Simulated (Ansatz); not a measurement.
# BH₅InNOS: a spread of methods and bases

How do the results and run time of BH₅InNOS respond when the settings are drawn wide?

Program: Ansatz 0.2.0, Gaussian basis. Level of theory: the settings change from run to run. These are calculated values, not measurements.

### Step 1. The relaxed structure

The structure was relaxed beforehand with PBE0-D4 in a triple-zeta def2 set. In takes a core potential in def2 sets; no spin-orbit term is included.

SMILES `[NH2][In]([OH])[BH]S`, 10 atoms, charge 0, spin multiplicity 1.

Atoms are counted from 1 here; the program's logs count them from 0.

Bond lengths: N1–In2 2.013 Å, N1–H6 1.009 Å, N1–H7 1.008 Å, In2–O3 1.998 Å, In2–B4 2.231 Å, O3–H8 0.959 Å, B4–S5 1.761 Å, B4–H9 1.194 Å, S5–H10 1.345 Å. Angles: In2–N1–H6 117.3°, In2–N1–H7 120.9°, H6–N1–H7 110.1°, N1–In2–O3 104.3°, N1–In2–B4 130.1°, O3–In2–B4 125.2°, In2–O3–H8 113.9°, In2–B4–S5 125.8°, In2–B4–H9 121.9°, S5–B4–H9 112.3°, B4–S5–H10 101.8°.

### Step 2. RPA/def2-mTZVP

This run has atoms shaken by 0.03 Å.

in.yaml reads:

```yaml
crystal:
  periodic: [false, false, false]
  atoms:
    - {symbol: N, position_ang: [0.741683, 1.276523, 1.599892]}
    - {symbol: In, position_ang: [0.512843, 0.057172, -0.094106]}
    - {symbol: O, position_ang: [1.889247, 0.780519, -1.333558]}
    - {symbol: B, position_ang: [-0.980731, -1.498563, -0.490045]}
    - {symbol: S, position_ang: [-2.681707, -1.317917, -0.508101]}
    - {symbol: H, position_ang: [1.632100, 1.869120, 1.587513]}
    - {symbol: H, position_ang: [0.438931, 0.960615, 2.445972]}
    - {symbol: H, position_ang: [1.866348, 0.354282, -2.216557]}
    - {symbol: H, position_ang: [-0.567718, -2.600152, -0.740880]}
    - {symbol: H, position_ang: [-2.844902, -0.008204, -0.167683]}
basis:
  gaussian: {orbitals: def2-mTZVP}
hamiltonian: {xc: {name: PBE}}
correlation: {method: rpa}
```

Command:

```
> ansatz run in.yaml --threads 4 --pin off --events-out ev --progress --plain --max-ram 10444MiB
```

The log of the run:

```text
Functional definition: PBE
  name "PBE"
  cite "Perdew, Burke & Ernzerhof, Phys. Rev. Lett. 77, 3865 (1996) doi:10.1103/PhysRevLett.77.3865"
  parent pbe
  parameter kappa = 0.804
  parameter beta = 0.06672455060314922
  exchange = pbe_x(kappa = kappa, mu = beta*pi^2/3)
  correlation = pbe_c(beta = beta)
1350 factors; integrals over basis functions are off by at most 1.1e-3 eV
mean field evaluation 1: about -20273.3213 eV, gradient 1.1e2 eV
mean field evaluation 2: about -20273.3128 eV, gradient 1.1e2 eV
mean field evaluation 4: about -20272.3508 eV, gradient 8.3e1 eV
mean field evaluation 8: about -20296.4297 eV, gradient 2.0e0 eV
mean field evaluation 16: about -20296.4389 eV, gradient 6.6e-3 eV
mean field evaluation 32: about -20249.0266 eV, gradient 6.2e1 eV
mean field -20296.43888797 eV, -745.8803717124 hartree, gradient 5.1e-6 eV, S^2 0.000000; 1 other end points of the search recorded, 0 dependent functions left out
12 core orbitals not correlated: weight in the atoms' cores, before any rotation towards them, 1.000 or more for the frozen orbitals, at most 0.000 for the correlated occupied ones
reference -20235.48008587 eV, -743.6401770545 hartree; 19, 19 occupied and 104, 104 virtual orbitals, 1350 factors
Total energy: -20266.79275020 eV, -744.7908962444 hartree
```

Wall time 4.2 s (4 threads of AMD EPYC 7R13, shared host); peak memory 0.33 GiB.

### Step 3. r2SCAN50/def2-mTZVPP

Set apart from the defaults: a point charge of 2.00 e beside it, D3(BJ) with three-body dispersion.

in.yaml reads:

```yaml
crystal:
  periodic: [false, false, false]
  atoms:
    - {symbol: N, position_ang: [0.747782, 1.292954, 1.547985]}
    - {symbol: In, position_ang: [0.545776, 0.103889, -0.063389]}
    - {symbol: O, position_ang: [1.882506, 0.809478, -1.369977]}
    - {symbol: B, position_ang: [-0.946704, -1.498698, -0.488732]}
    - {symbol: S, position_ang: [-2.694991, -1.294743, -0.525424]}
    - {symbol: H, position_ang: [1.594683, 1.837701, 1.617334]}
    - {symbol: H, position_ang: [0.461409, 0.980030, 2.462237]}
    - {symbol: H, position_ang: [1.851858, 0.380685, -2.227054]}
    - {symbol: H, position_ang: [-0.615975, -2.620854, -0.729886]}
    - {symbol: H, position_ang: [-2.826354, 0.009569, -0.223094]}
basis:
  gaussian: {orbitals: def2-mTZVPP, point_charges: [{charge: 2.00, position_ang: [6.181, -0.255, 0.063]}]}
hamiltonian: {xc: {name: r2SCAN50}, dispersion: d3bjatm}
```

The command is unchanged.

The log of the run, cut to the lines that bear on the results:

```text
Functional definition: r2SCAN50
  name "r2SCAN50"
  cite "Bursch, Neugebauer, Ehlert & Grimme, J. Chem. Phys. 156, 134105 (2022) doi:10.1063/5.0086040"
  cite "Furness, Kaplan, Ning, Perdew & Sun, J. Phys. Chem. Lett. 11, 8208 (2020) doi:10.1021/acs.jpclett.0c02405"
  cite "Furness, Kaplan, Ning, Perdew & Sun, J. Phys. Chem. Lett. 11, 9248 (2020) doi:10.1021/acs.jpclett.0c03077"
  parent r2scan
[...]
1624 factors; their error is unknown
[...]
mean field -20303.15837481 eV, -746.1273082992 hartree, gradient 2.1e-5 eV, S^2 0.000000; 0 other end points of the search recorded, 0 dependent functions left out
reference -20303.15838915 eV, -746.1273088260 hartree; 31, 31 occupied and 124, 124 virtual orbitals, 1624 factors
Total energy: -20303.24031183 eV, -746.1303194291 hartree
```

Run time: 3.2 s. Hardware: 4 threads of AMD EPYC 7R13, shared host; peak memory 0.39 GiB.

### Step 4. SVWN5/def2-mTZVP

Options: density fitting with def2-universal-jkfit, the search for lower states set to off.

Changes to in.yaml since step 3:

```diff
@@ -14,3 +14,4 @@
 basis:
-  gaussian: {orbitals: def2-mTZVPP, point_charges: [{charge: 2.00, position_ang: [6.181, -0.255, 0.063]}]}
-hamiltonian: {xc: {name: r2SCAN50}, dispersion: d3bjatm}
+  gaussian: {orbitals: def2-mTZVP, fitting: {mean_field: def2-universal-jkfit}}
+hamiltonian: {xc: {name: SVWN5}}
+scf: {lower_state_search: off}
```

Same command.

The log of the run, cut to the lines that bear on the results:

```text
Functional definition: SVWN5
  name "SVWN5"
  cite "Dirac, Proc. Camb. Phil. Soc. 26, 376 (1930) doi:10.1017/S0305004100016108"
  cite "Slater, Phys. Rev. 81, 385 (1951) doi:10.1103/PhysRev.81.385"
  cite "Vosko, Wilk & Nusair, Can. J. Phys. 58, 1200 (1980) doi:10.1139/p80-159"
[...]
665 factors; integrals over basis functions are off by at most 8.8e-1 eV
[...]
mean field -20225.88111543 eV, -743.2874213974 hartree, gradient 1.3e-6 eV, S^2 0.000000; 0 other end points of the search recorded, 0 dependent functions left out
reference -20225.88117937 eV, -743.2874237471 hartree; 31, 31 occupied and 104, 104 virtual orbitals, 665 factors
Total energy: -20225.88117937 eV, -743.2874237471 hartree
Checks for a lower state left out: stability, starts, cluster_reference, orbital_swaps, neighbouring_geometries, increment
```

Wall time 0.6 s (4 threads of AMD EPYC 7R13, shared host).

### Step 5. BLYP/def2-TZVP

Options: relativity set to none.

Changes to in.yaml since step 4:

```diff
@@ -14,4 +14,3 @@
 basis:
-  gaussian: {orbitals: def2-mTZVP, fitting: {mean_field: def2-universal-jkfit}}
-hamiltonian: {xc: {name: SVWN5}}
-scf: {lower_state_search: off}
+  gaussian: {orbitals: def2-TZVP}
+hamiltonian: {xc: {name: BLYP}, pseudopotentials: {relativity: none}}
```

The command is unchanged.

The log of the run:

```text
Functional definition: BLYP
  name "BLYP"
  cite "Becke, Phys. Rev. A 38, 3098 (1988) doi:10.1103/PhysRevA.38.3098"
  cite "Lee, Yang & Parr, Phys. Rev. B 37, 785 (1988) doi:10.1103/PhysRevB.37.785"
  parameter beta = 0.0042
  parameter a = 0.04918
  parameter b = 0.132
  parameter c = 0.2533
  parameter d = 0.349
  exchange = b88_x(beta = beta)
  correlation = lyp_c(a = a, b = b, c = c, d = d)
1344 factors; their error is unknown
mean field evaluation 1: about -20280.1626 eV, gradient 1.1e2 eV
mean field evaluation 2: about -20058.1144 eV, gradient 2.5e2 eV
mean field evaluation 4: about -20303.3363 eV, gradient 2.3e1 eV
mean field evaluation 8: about -20304.8204 eV, gradient 1.2e0 eV
mean field evaluation 16: about -20304.8063 eV, gradient 2.7e-3 eV
mean field -20304.80632155 eV, -746.1878692248 hartree, gradient 3.9e-5 eV, S^2 0.000000; 0 other end points of the search recorded, 0 dependent functions left out
reference -20304.80675092 eV, -746.1878850040 hartree; 31, 31 occupied and 179, 179 virtual orbitals, 1344 factors
Total energy: -20304.80675092 eV, -746.1878850040 hartree
```

It took 2 s on 4 threads of AMD EPYC 7R13, shared host; peak memory 0.28 GiB.

### Step 6. B97M-V/def2-TZVPD

This run has a point charge of 1.00 e beside it.

Changes to in.yaml since step 5:

```diff
@@ -14,3 +14,4 @@
 basis:
-  gaussian: {orbitals: def2-TZVP}
-hamiltonian: {xc: {name: BLYP}, pseudopotentials: {relativity: none}}
+  gaussian: {orbitals: def2-TZVPD, point_charges: [{charge: 1.00, position_ang: [5.312, 0.687, 0.178]}]}
+hamiltonian: {xc: {name: B97M-V}}
+output: {forces: true}
```

The command is unchanged.

The log of the run, cut to the lines that bear on the results:

```text
Functional definition: B97M-V
  name "B97M-V"
  cite "Mardirossian & Head-Gordon, J. Chem. Phys. 142, 074111 (2015) doi:10.1063/1.4907719"
  cite "Becke, J. Chem. Phys. 107, 8554 (1997) doi:10.1063/1.475007"
  cite "Vydrov & Van Voorhis, J. Chem. Phys. 133, 244103 (2010) doi:10.1063/1.3521275"
  # Of w^i u^j: cxij and so on, Table III.
[...]
  gx(w, u) = cx00 + cx01*u + cx02*u^2 + (cx10 + cx11*u)*w
  gss(w, u) = css00 + css02*u^2 + css10*w + (css32*w^3 + css42*w^4)*u^2
  gos(w, u) = cos00 + cos01*u + cos03*u^3 + cos10*w + cos32*w^3*u^2
[...]
      + integral(e_c_pw_mod_opposite_spin*gos(b97_w_opposite, b97_u_opposite)) + vv10(b, c)
1507 factors; their error is unknown
[...]
mean field -20304.50319018 eV, -746.1767293524 hartree, gradient 1.9e-5 eV, S^2 0.000000; 0 other end points of the search recorded, 0 dependent functions left out
[...]
Atom 0 at     0.747782     1.292954     1.547985 Å, force     0.402864     0.114170     0.068976 eV/Å
Atom 1 at     0.545776     0.103889    -0.063389 Å, force    -0.760383    -0.469156     0.132580 eV/Å
Atom 2 at     1.882506     0.809478    -1.369977 Å, force     0.920687     0.165254    -0.085977 eV/Å
Atom 3 at    -0.946704    -1.498698    -0.488732 Å, force    -0.291877    -0.173432    -0.106810 eV/Å
Atom 4 at    -2.694991    -1.294743    -0.525424 Å, force     0.171640     0.051005     0.035400 eV/Å
Atom 5 at     1.594683     1.837701     1.617334 Å, force    -0.198916     0.101958     0.176194 eV/Å
Atom 6 at     0.461409     0.980030     2.462237 Å, force     0.079187     0.073537    -0.040910 eV/Å
Atom 7 at     1.851858     0.380685    -2.227054 Å, force    -0.029106     0.045597    -0.014107 eV/Å
Atom 8 at    -0.615975    -2.620854    -0.729886 Å, force     0.040599     0.090855     0.027217 eV/Å
Atom 9 at    -2.826354     0.009569    -0.223094 Å, force    -0.009737    -0.046733    -0.018634 eV/Å
Dipole moment:    -0.885185    -0.384599     0.094134 e Å
```

It took 12 s on 4 threads of AMD EPYC 7R13, shared host; peak memory 0.52 GiB.

Largest force 0.939 eV/Å, dipole 4.66 D.

### Step 7. wB97/def2-mTZVP

Options: charge +1, multiplicity 2, high accuracy.

Changes to in.yaml since step 6:

```diff
@@ -14,4 +14,7 @@
 basis:
-  gaussian: {orbitals: def2-TZVPD, point_charges: [{charge: 1.00, position_ang: [5.312, 0.687, 0.178]}]}
-hamiltonian: {xc: {name: B97M-V}}
+  gaussian: {orbitals: def2-mTZVP}
+total_charge: 1
+magnetization: {spin_polarized: true, initial_magnetization: 1}
+hamiltonian: {xc: {name: wB97}}
+accuracy: high
 output: {forces: true}
```

Same command.

The log of the run, cut to the lines that bear on the results:

```text
Functional definition: wB97
  name "wB97"
  cite "Chai & Head-Gordon, J. Chem. Phys. 128, 084106 (2008) doi:10.1063/1.2834918"
  cite "Becke, J. Chem. Phys. 107, 8554 (1997) doi:10.1063/1.475007"
[...]
  # The coefficients of nought are those of the uniform gas.
[...]
      + integral(e_c_pw_opposite_spin*poly(b97_u_opposite, 1, cos1, cos2, cos3, cos4))
2784 factors; integrals over basis functions are off by at most 2.4e-8 eV
820 factors; integrals over basis functions are off by at most 1.3e-8 eV
[...]
mean field -20297.37889891 eV, -745.9149164773 hartree, gradient 2.0e-8 eV, S^2 0.755794; 2 other end points of the search recorded, 0 dependent functions left out
[...]
reference -20297.37889713 eV, -745.9149164120 hartree; 31, 30 occupied and 104, 105 virtual orbitals, 2784 factors
Total energy: -20297.37889713 eV, -745.9149164120 hartree
Atom 0 at     0.747782     1.292954     1.547985 Å, force     0.770600     0.799126     1.498997 eV/Å
Atom 1 at     0.545776     0.103889    -0.063389 Å, force    -0.426065    -1.863424    -3.667600 eV/Å
Atom 2 at     1.882506     0.809478    -1.369977 Å, force    -0.397194     0.289625     1.150638 eV/Å
Atom 3 at    -0.946704    -1.498698    -0.488732 Å, force    -0.607924    -0.425662     0.289650 eV/Å
Atom 4 at    -2.694991    -1.294743    -0.525424 Å, force     0.304255     0.121041    -0.041551 eV/Å
Atom 5 at     1.594683     1.837701     1.617334 Å, force     0.465319     0.784076     0.234774 eV/Å
Atom 6 at     0.461409     0.980030     2.462237 Å, force    -0.411185     0.214488     0.807406 eV/Å
Atom 7 at     1.851858     0.380685    -2.227054 Å, force     0.105711    -0.199751    -0.312299 eV/Å
Atom 8 at    -0.615975    -2.620854    -0.729886 Å, force     0.254418     0.264003     0.024678 eV/Å
Atom 9 at    -2.826354     0.009569    -0.223094 Å, force    -0.057935     0.016478     0.015306 eV/Å
Dipole moment:     0.141666     0.523489     1.150340 e Å
```

Run time: 28 s. Hardware: 4 threads of AMD EPYC 7R13, shared host; peak memory 1.4 GiB.

Largest force 4.136 eV/Å, ⟨S²⟩ 0.756.

### Step 8. wB97/x2c-TZVPPall

Changes to in.yaml since step 7:

```diff
@@ -14,7 +14,4 @@
 basis:
-  gaussian: {orbitals: def2-mTZVP}
-total_charge: 1
-magnetization: {spin_polarized: true, initial_magnetization: 1}
+  gaussian: {orbitals: x2c-TZVPPall}
 hamiltonian: {xc: {name: wB97}}
-accuracy: high
 output: {forces: true}
```

Same command.

The log of the run, cut to the lines that bear on the results:

```text
Functional definition: wB97
  name "wB97"
  cite "Chai & Head-Gordon, J. Chem. Phys. 128, 084106 (2008) doi:10.1063/1.2834918"
  cite "Becke, J. Chem. Phys. 107, 8554 (1997) doi:10.1063/1.475007"
[...]
  # The coefficients of nought are those of the uniform gas.
[...]
      + integral(e_c_pw_opposite_spin*poly(b97_u_opposite, 1, cos1, cos2, cos3, cos4))
1616 factors; their error is unknown
449 factors; integrals over basis functions are off by at most 2.7e-5 eV
[...]
mean field -175211.27565275 eV, -6438.8956177706 hartree, gradient 7.5e-5 eV, S^2 0.000000; 0 other end points of the search recorded, 0 dependent functions left out
[...]
reference -175211.27563981 eV, -6438.8956172949 hartree; 45, 45 occupied and 220, 220 virtual orbitals, 1616 factors
Total energy: -175211.27563981 eV, -6438.8956172949 hartree
Relativity: scalar
Atom 0 at     0.747782     1.292954     1.547985 Å, force     0.073172    -0.108988     0.007594 eV/Å
Atom 1 at     0.545776     0.103889    -0.063389 Å, force    -0.035420     0.097414     0.063166 eV/Å
Atom 2 at     1.882506     0.809478    -1.369977 Å, force    -0.035480    -0.110902    -0.136360 eV/Å
Atom 3 at    -0.946704    -1.498698    -0.488732 Å, force     0.048601    -0.031402    -0.005239 eV/Å
Atom 4 at    -2.694991    -1.294743    -0.525424 Å, force    -0.091221     0.218669     0.046391 eV/Å
Atom 5 at     1.594683     1.837701     1.617334 Å, force    -0.068101     0.002404     0.029609 eV/Å
Atom 6 at     0.461409     0.980030     2.462237 Å, force     0.013812     0.070566    -0.024825 eV/Å
Atom 7 at     1.851858     0.380685    -2.227054 Å, force     0.064042     0.090792     0.068580 eV/Å
Atom 8 at    -0.615975    -2.620854    -0.729886 Å, force    -0.005611    -0.008376     0.000515 eV/Å
Atom 9 at    -2.826354     0.009569    -0.223094 Å, force     0.036206    -0.220176    -0.049430 eV/Å
Dipole moment:    -0.309154    -0.333982     0.114172 e Å
```

It took 9 s on 4 threads of AMD EPYC 7R13, shared host; peak memory 0.66 GiB.

Largest force 0.241 eV/Å, dipole 2.25 D.

### Step 9. rPW86-PBE/def2-TZVP

Options: multiplicity 3, coordinates scaled by 0.92.

in.yaml reads:

```yaml
crystal:
  periodic: [false, false, false]
  atoms:
    - {symbol: N, position_ang: [0.687959, 1.189517, 1.424146]}
    - {symbol: In, position_ang: [0.502114, 0.095578, -0.058318]}
    - {symbol: O, position_ang: [1.731905, 0.744719, -1.260379]}
    - {symbol: B, position_ang: [-0.870968, -1.378803, -0.449633]}
    - {symbol: S, position_ang: [-2.479392, -1.191163, -0.483390]}
    - {symbol: H, position_ang: [1.467108, 1.690685, 1.487947]}
    - {symbol: H, position_ang: [0.424496, 0.901628, 2.265258]}
    - {symbol: H, position_ang: [1.703710, 0.350230, -2.048889]}
    - {symbol: H, position_ang: [-0.566697, -2.411186, -0.671495]}
    - {symbol: H, position_ang: [-2.600245, 0.008803, -0.205247]}
basis:
  gaussian: {orbitals: def2-TZVP}
magnetization: {spin_polarized: true, initial_magnetization: 2}
hamiltonian: {xc: {name: rPW86-PBE}}
output: {forces: true}
```

The command is unchanged.

The log of the run, cut to the lines that bear on the results:

```text
Functional definition: rPW86-PBE
  name "rPW86-PBE"
  cite "Murray, Lee & Langreth, J. Chem. Theory Comput. 5, 2754 (2009) doi:10.1021/ct900365q"
  cite "Perdew, Burke & Ernzerhof, Phys. Rev. Lett. 77, 3865 (1996) doi:10.1103/PhysRevLett.77.3865"
  parent pbe
[...]
1344 factors; their error is unknown
[...]
mean field -20325.59968864 eV, -746.9520113712 hartree, gradient 1.2e-5 eV, S^2 2.005955; 6 other end points of the search recorded, 0 dependent functions left out
[...]
reference -20325.59984528 eV, -746.9520171275 hartree; 32, 30 occupied and 178, 180 virtual orbitals, 1344 factors
Total energy: -20325.59984528 eV, -746.9520171275 hartree
Atom 0 at     0.687959     1.189517     1.424146 Å, force    -2.333793     1.964876    -0.078249 eV/Å
Atom 1 at     0.502114     0.095578    -0.058318 Å, force    -2.297486    -3.090250    -0.297942 eV/Å
Atom 2 at     1.731905     0.744719    -1.260379 Å, force     3.409191     3.877040     1.483040 eV/Å
Atom 3 at    -0.870968    -1.378803    -0.449633 Å, force     2.634996    -0.865702    -0.084752 eV/Å
Atom 4 at    -2.479392    -1.191163    -0.483390 Å, force    -5.153220    -2.116514    -0.604229 eV/Å
Atom 5 at     1.467108     1.690685     1.487947 Å, force     4.259004     2.680616     0.261667 eV/Å
Atom 6 at     0.424496     0.901628     2.265258 Å, force    -1.593077    -1.402848     4.533322 eV/Å
Atom 7 at     1.703710     0.350230    -2.048889 Å, force     0.205399    -2.349509    -5.435198 eV/Å
Atom 8 at    -0.566697    -2.411186    -0.671495 Å, force     1.845978    -2.478189    -0.648558 eV/Å
Atom 9 at    -2.600245     0.008803    -0.205247 Å, force    -0.976993     3.780479     0.870899 eV/Å
Dipole moment:     0.111016     0.196667     0.213993 e Å
```

Wall time 14 s (4 threads of AMD EPYC 7R13, shared host); peak memory 0.58 GiB.

Largest force 5.925 eV/Å, dipole 1.49 D, ⟨S²⟩ 2.006.

### Step 10. The runs in one table

```csv
level,charge,multiplicity,geometry,functions,energy (eV),time
RPA/def2-mTZVP,0,1,shaken,135,-20266.793,4.2 s
r2SCAN50/def2-mTZVPP,0,1,"relaxed, point charge",155,-20303.240,3.2 s
SVWN5/def2-mTZVP,0,1,relaxed,135,-20225.881,0.6 s
BLYP/def2-TZVP,0,1,relaxed,210,-20304.807,2 s
B97M-V/def2-TZVPD,0,1,"relaxed, point charge",261,-20304.503,12 s
wB97/def2-mTZVP,1,2,relaxed,135,-20297.379,28 s
wB97/x2c-TZVPPall,0,1,relaxed,265,-175211.276,9 s
rPW86-PBE/def2-TZVP,0,3,scaled,210,-20325.600,14 s
```

### Step 11. What came out

```
                                         quantity                    value
                                             runs                        8
                                         quickest  SVWN5/def2-mTZVP, 0.6 s
                                          slowest    wB97/def2-mTZVP, 28 s
spread of total energies, same state and geometry              154985.4 eV
```

In words: wB97/def2-mTZVP took 46 times as long as SVWN5/def2-mTZVP. The jobs differ in tasks and options as well as level. The totals spread over 154985 eV; they can't be compared across methods or bases. Some of these runs are scalar-relativistic and others not, which shifts the totals of all-electron atoms past neon by several eV an atom and more; core potentials, where a basis has them, take the core out of the total altogether. At the PBE0-D4/def2-TZVP geometry and in the same state, the sound runs without point charges leave forces up to 0.24 eV/Å (wB97/x2c-TZVPPall).
